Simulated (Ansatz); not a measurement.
# BClH₆NP, SMILES [NH3+][BH-](P)Cl: vertical spin-state energies

Program: the Python package of Ansatz (0.2.0).

Notebook, run cell by cell (the value of a cell's last expression is shown):

```python
import ansatz as az
```

```python
geometry_ang = [
    ("N", (-0.7512, -0.702, 0.2995)),
    ("B", (-0.2881, 0.6982, -0.1345)),
    ("P", (1.6521, 0.7646, -0.2863)),
    ("Cl", (-1.0426, 1.1328, -1.7738)),
    ("H", (-0.3281, -0.9445, 1.2236)),
    ("H", (-0.466, -1.4122, -0.4121)),
    ("H", (-1.792, -0.7088, 0.3924)),
    ("H", (-0.6383, 1.5011, 0.6744)),
    ("H", (1.8917, 0.1672, 1.016)),
    ("H", (1.7624, -0.4965, -0.9991)),
]
system = az.Crystal.molecule()
for symbol, xyz in geometry_ang:
    system = system.atom(symbol, xyz)
```

```python
setup = (
    system.calculation()
    .basis(gaussian="def2-SVP")
    .functional("pbe")
)
found = {}
for unpaired in [0, 2]:
    rep = setup.spin("collinear", total=unpaired).run(threads=1, backend="cpu").report
    s = unpaired / 2
    found[unpaired] = rep["free_energy_ev"]
    print(f"2S+1 = {unpaired + 1}: E = {found[unpaired]:.5f} eV, <S^2> = {abs(rep['mean_field']['state']['spin_squared']):.3f} (pure state {s * (s + 1):.2f})")
lowest = min(found, key=found.get)
for unpaired, e in found.items():
    print(f"multiplicity {unpaired + 1}: {96.485332 * (e - found[lowest]):.1f} kJ/mol above the lowest")
```

    2S+1 = 1: E = -24055.91086 eV, <S^2> = 0.000 (pure state 0.00)
    2S+1 = 3: E = -24050.81300 eV, <S^2> = 2.003 (pure state 2.00)
    multiplicity 1: 0.0 kJ/mol above the lowest
    multiplicity 3: 491.9 kJ/mol above the lowest

In order: multiplicity 1 (+0.00 eV) and multiplicity 3 (+5.10 eV), all at the one geometry.

Reading the output:
- Total energies depend on the basis set; only differences at equal settings carry meaning.
- The geometry is a force-field or estimated start, not a minimum of this method, and the basis set is short of its limit. All parts are taken at fixed geometry, without zero-point energy.
- The whole script took 7.5 s on 1 thread of AMD EPYC 9R45 96-Core Processor (Zen 5) (shared host), peak memory 0.24 GiB.

(Lines on the test bed's own set-up are left out of the output.)
